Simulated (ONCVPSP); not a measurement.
**An ONCV potential for Cu, from input to tests**

Do these settings give a usable potential? It is generated, then checked for transferability, scattering, ghosts and hardness.

The numbers are computed with ONCVPSP 4.0.1 (LDA (Perdew-Wang 92), scalar-relativistic, spin-unpolarised reference atom).

## (1) The design

Typed settings, in words:

| Property | Result |
| --- | --- |
| element | copper (Cu, Z = 29) |
| type | optimised norm-conserving Vanderbilt (ONCV) |
| frozen core | [Ar] |
| valence charge | 11 |
| reference configuration | 3d10 4s0.5 4p0.5 |
| partial waves | 4s: rc 2.30 bohr, ncon 3, nbas 7, qcut 3.6 1/bohr, 3 projectors, debl 2 Ha; 4p: rc 2.70 bohr, ncon 4, nbas 7, qcut 3.3 1/bohr, 2 projectors, debl 2.8 Ha; 3d: rc 1.20 bohr, ncon 4, nbas 9, qcut 11.2 1/bohr, 2 projectors, debl 3.3 Ha |
| local potential | polynomial inside 1.00 bohr (lpopt 5, dvloc0 0 Ha) |
| core correction | Teter function, fcfact 3, rcfact 1.05 |

The nodes and maxima of the atom's own shells, from an earlier all-electron run, set the scale for the radii.

All-electron outer shells of the reference configuration (LDA (PZ), scalar-relativistic, ld1.x):

| shell | level (eV) | outermost node (bohr) | outermost maximum (bohr) |
| --- | --- | --- | --- |
| 3s | -115.27 | 0.29 | 0.61 |
| 3p | -73.16 | 0.26 | 0.62 |
| 3d | -6.44 | – | 0.60 |
| 4s | -5.66 | 0.89 | 2.21 |
| 4p | -1.41 | 0.97 | 3.39 |

## (2) Generating the potential

File Cu.dat:

```
# ATOM AND REFERENCE CONFIGURATION
# atsym  z   nc   nv     iexc    psfile
  Cu 29.00    5    3  -001012      upf
#
#   n    l    f
    1    0    2.00
    2    0    2.00
    2    1    6.00
    3    0    2.00
    3    1    6.00
    3    2   10.00
    4    0    0.50
    4    1    0.50
#
# PSEUDOPOTENTIAL AND OPTIMIZATION
# lmax
    2
#
#   l,   rc,      ep,       ncon, nbas, qcut
    0    2.30    0.00    3    7    3.60
    1    2.70    0.00    4    7    3.30
    2    1.20    0.00    4    9   11.20
#
# LOCAL POTENTIAL
# lloc, lpopt,  rc(5),   dvloc0
    4    5    1.00    0.00
#
# VANDERBILT-KLEINMAN-BYLANDER PROJECTORs
# l, nproj, debl
    0    3    2.00
    1    2    2.80
    2    2    3.30
#
# MODEL CORE CHARGE
# icmod, fcfact, rcfact
    3    3.00    1.05
#
# LOG DERIVATIVE ANALYSIS
# epsh1, epsh2, depsh
   -2.00    5.00    0.02
#
# OUTPUT GRID
# rlmax, drl
    6.00    0.01
#
# TEST CONFIGURATIONS
# ncnf
    4
# nvcnf
#   n    l    f
    3
    3    2   10.00
    4    0    1.00
    4    1    0.00
#
    3
    3    2   10.00
    4    0    0.00
    4    1    0.00
#
    3
    3    2    9.00
    4    0    0.00
    4    1    0.00
#
    3
    3    2    7.00
    4    0    0.00
    4    1    0.00
#
```

On the command line:

```
oncvpsp.x < Cu.dat > Cu.out
```

**Question.** What will these runs give? Wanted: cutoffs for 1 and 0.1 mHa per electron, occupied waves; bound ghosts; GHOST(+) flags; largest test error; largest phase difference near zero energy, channels read; rms error of d²Exc/dn², without and with the model core.

The runs gave:

| quantity | value |
| --- | --- |
| cutoffs for 1 and 0.1 mHa per electron, occupied waves | 57 Ha and 107 Ha |
| bound ghosts | none found |
| GHOST(+) flags | s at 46 eV, p at 96 eV |
| largest test error (AE − PS) | -3.5 meV, for 3d10 4s0 4p0 (2 tests unsolved) |
| largest phase difference near zero energy, channels read | 0.001 rad |
| rms error of d²Exc/dn², without and with the model core | 5.33 and 3.97 mHa |

In words: The worst unpolarised test, 3d10 4s0 4p0, is off by 3.5 meV on 6.4 eV; by total energies transferability rates as very good where solved. Of the tests 2 gave no usable energy difference, which is a warning in itself. By its cutoff, 57 Ha for the looser tolerance, it is hard. At the looser tolerance the 3d wave is the slowest; 4s needs 5 Ha. No bound ghost shows below the valence levels. Near zero energy the phases of the channels with partial waves agree within 0.001 rad. The program also flags highly localised states, GHOST(+) (s, p). All of this concerns the isolated atom, not yet a solid.
